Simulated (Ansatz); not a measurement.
**C2H9FGeOSi: taking an electron away**

How much energy removes an electron from C2H9FGeOSi at fixed geometry? The cation is run at each level and the neutral's energy taken from earlier runs.

Method: unrestricted cation, the program's frozen cores in correlated methods; program: Ansatz 0.2.0, Gaussian basis.

Plan: UKS PBE-D4/def2-TZVPP; UKS r2SCAN-D4/def2-TZVPP; UKS PBE0-D4/def2-TZVPP; UKS B3LYP-D4/def2-TZVPP; UKS wB97X-V/def2-TZVPP; UKS wB97M-V/def2-TZVPP; UKS B2PLYP/def2-TZVPP; UHF-CCSD(T)/def2-TZVPP; UHF-MP2/def2-QZVPP; extrapolation to the limit; then −ε(HOMO) from the neutral's earlier runs with LDA (SPW92), PBE-D4, revPBE-D4, BLYP-D4, r2SCAN-D4, B97M-V, PBE0-D4, B3LYP-D4, r2SCANh-D4, r2SCAN0-D4, HSE06-D4, BHLYP-D4, CAM-B3LYP-D4, LC-ωPBE, ωB97X-V, ωB97M-V.

**1. The relaxed structure**

The geometry comes from an earlier relaxation with PBE0-D4 in a triple-zeta def2 set; it is a stationary point, not always the lowest conformer.

SMILES `CO[Si](C)(F)[GeH3]`, 15 atoms, charge 0, spin multiplicity 1.

Atoms are counted from 1 here; the program's logs count them from 0.

Bond lengths: C1–O2 1.411 Å, C1–H7 1.094 Å, C1–H8 1.096 Å, C1–H9 1.091 Å, O2–Si3 1.632 Å, Si3–C4 1.848 Å, Si3–F5 1.608 Å, Si3–Ge6 2.389 Å, C4–H10 1.092 Å, C4–H11 1.092 Å, C4–H12 1.093 Å, Ge6–H13 1.539 Å, Ge6–H14 1.540 Å, Ge6–H15 1.539 Å. Angles: O2–C1–H7 111.0°, O2–C1–H8 111.7°, O2–C1–H9 108.2°, H7–C1–H8 108.6°, H7–C1–H9 108.8°, H8–C1–H9 108.5°, C1–O2–Si3 125.8°, O2–Si3–C4 107.1°, O2–Si3–F5 109.0°, O2–Si3–Ge6 111.6°, C4–Si3–F5 108.8°, C4–Si3–Ge6 114.4°, F5–Si3–Ge6 105.8°, Si3–C4–H10 110.6°, Si3–C4–H11 110.8°, Si3–C4–H12 110.0°, H10–C4–H11 108.4°, H10–C4–H12 108.4° and more.

**2. Cation, UKS PBE-D4/def2-TZVPP**

File in.yaml:

```yaml
crystal:
  periodic: [false, false, false]
  atoms:
    - {symbol: C, position_ang: [-0.714783, 2.214870, -0.255477]}
    - {symbol: O, position_ang: [-0.544045, 0.958604, -0.873895]}
    - {symbol: Si, position_ang: [-0.420475, -0.475430, -0.105150]}
    - {symbol: C, position_ang: [-0.214712, -1.772105, -1.405035]}
    - {symbol: F, position_ang: [-1.784352, -0.757921, 0.697689]}
    - {symbol: Ge, position_ang: [1.309865, -0.444267, 1.541525]}
    - {symbol: H, position_ang: [-1.720035, 2.311406, 0.164716]}
    - {symbol: H, position_ang: [0.016083, 2.374405, 0.545233]}
    - {symbol: H, position_ang: [-0.573829, 2.988183, -1.011703]}
    - {symbol: H, position_ang: [0.711362, -1.614414, -1.962150]}
    - {symbol: H, position_ang: [-0.183820, -2.768217, -0.958044]}
    - {symbol: H, position_ang: [-1.050727, -1.732739, -2.108020]}
    - {symbol: H, position_ang: [1.076951, 0.641710, 2.606803]}
    - {symbol: H, position_ang: [2.678037, -0.174821, 0.888858]}
    - {symbol: H, position_ang: [1.392582, -1.800063, 2.264048]}
basis:
  gaussian: {orbitals: def2-TZVPP}
total_charge: 1
magnetization: {spin_polarized: true, initial_magnetization: 1}
hamiltonian: {xc: pbe, dispersion: d4}
```

Launch:

```sh
$ ansatz run in.yaml --threads 2 --pin off --events-out ev --progress --plain --max-ram 32768MiB --backend cuda --devices 0, --max-vram 18GiB
```

The runs that follow: Cation, UKS r2SCAN-D4/def2-TZVPP; Cation, UKS PBE0-D4/def2-TZVPP; Cation, UKS B3LYP-D4/def2-TZVPP; Cation, UKS wB97X-V/def2-TZVPP; Cation, UKS wB97M-V/def2-TZVPP; Cation, UKS B2PLYP (frozen core)/def2-TZVPP; Cation, UHF-CCSD(T)/def2-TZVPP; Cation, UHF-MP2/def2-QZVPP.

Q: Predict the results of all the runs planned. Wanted: ionisation energy, CCSD(T)/CBS; nearest functional by difference; nearest −ε(HOMO); −ε(HOMO) of PBE; T1 of the cation.

The runs gave:

| quantity | value |
| --- | --- |
| ionisation energy, CCSD(T)/CBS | 9.99 eV |
| nearest functional by difference | ωB97X-V (-0.20 eV) |
| nearest −ε(HOMO) | ωB97X-V (-0.01 eV) |
| −ε(HOMO) of PBE | 6.48 eV |
| T1 of the cation | 0.021 |

In words: Energy differences with functionals land within 0.78 eV of the reference. −ε(HOMO) of PBE misses by 3.5 eV, since self-interaction lifts the level. Among orbital estimates ωB97X-V comes nearest. Hartree-Fock falls 0.63 eV short, as the neutral has more correlation energy than the cation. Correlated methods include outer-core shells of Ge, which these sets cover unevenly. With outer-core shells in play the reference is unsure by up to some tenths of an eV, so close misses can't be ranked.
